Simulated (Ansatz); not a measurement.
# KLaGa3: the cost of one run

Method: reference: DFT r2SCAN, plane waves, PAW, scalar-relativistic, no spin polarisation, in Ansatz 0.2.0.

2 further runs of the same task are left out: 2 set aside as unsound or not needed.

### Step 1. The structure to begin with

It takes space group I4mm (No. 107, tetragonal). The conventional cell has a = 4.627 Å, b = 4.627 Å, c = 11.286 Å, α = 90.00°, β = 90.00°, γ = 90.00°. Around La (site symmetry 4mm) lie 4 K at 3.51 Å and 12 Ga at 3.53 to 3.66 Å. K (site symmetry 4mm) is surrounded by 5 Ga at 2.61 to 2.79 Å. Around Ga (site symmetry 2mm) lie 2 Ga at 2.75 Å and 2 K at 2.79 Å. Around Ga (site symmetry 4mm) lie 1 K at 2.61 Å and 4 Ga at 2.75 Å.

Structure file:

```xyz
5
Lattice="0.0000 4.6273 0.0000 4.6273 0.0000 0.0000 2.3136 2.3136 -5.6431" Properties=species:S:1:pos:R:3 pbc="T T T"
La    2.3136    2.3136   -4.1353
K     4.6273    4.6273   -5.4129
Ga    2.3136    4.6273   -1.3239
Ga    4.6273    2.3136   -1.3239
Ga    4.6273    4.6273   -2.8046
```

### Step 2. The reference run

The input, input.yaml:

```yaml
crystal:
  lattice:
    - [0.0, 4.627268, 0.0]
    - [4.627268, 0.0, 0.0]
    - [2.313634, 2.313634, -5.643092]
  atoms:
    - { symbol: La, position: [0.1336, 0.1336, 0.7328] }
    - { symbol: K, position: [0.5204, 0.5204, 0.9592] }
    - { symbol: Ga, position: [0.8827, 0.3827, 0.2346] }
    - { symbol: Ga, position: [0.3827, 0.8827, 0.2346] }
    - { symbol: Ga, position: [0.7515, 0.7515, 0.497] }
  symmetry: { tolerance: 0.0003 }
kpoints:
  mp_grid: { grid: [4, 4, 4], shift: [0, 0, 0] }
magnetization:
  spin_polarized: false
scf:
  occupations: { method: fermi_dirac }
hamiltonian:
  pseudopotentials: { kind: paw }
  xc: r2scan
basis:
  ecutwfc: 500
output:
  forces: true
  stress: true
  eigenvalues: true
```

Command:

```console
ansatz run input.yaml --threads 1 --pin off --max-ram 2560MiB --backend cpu --events-out ev --progress --plain --runs-dir out
```

Q: Estimate wall time and peak memory on 1 thread of Arm Neoverse V2, shared host.

About 17 s, with a peak of 0.61 GiB.
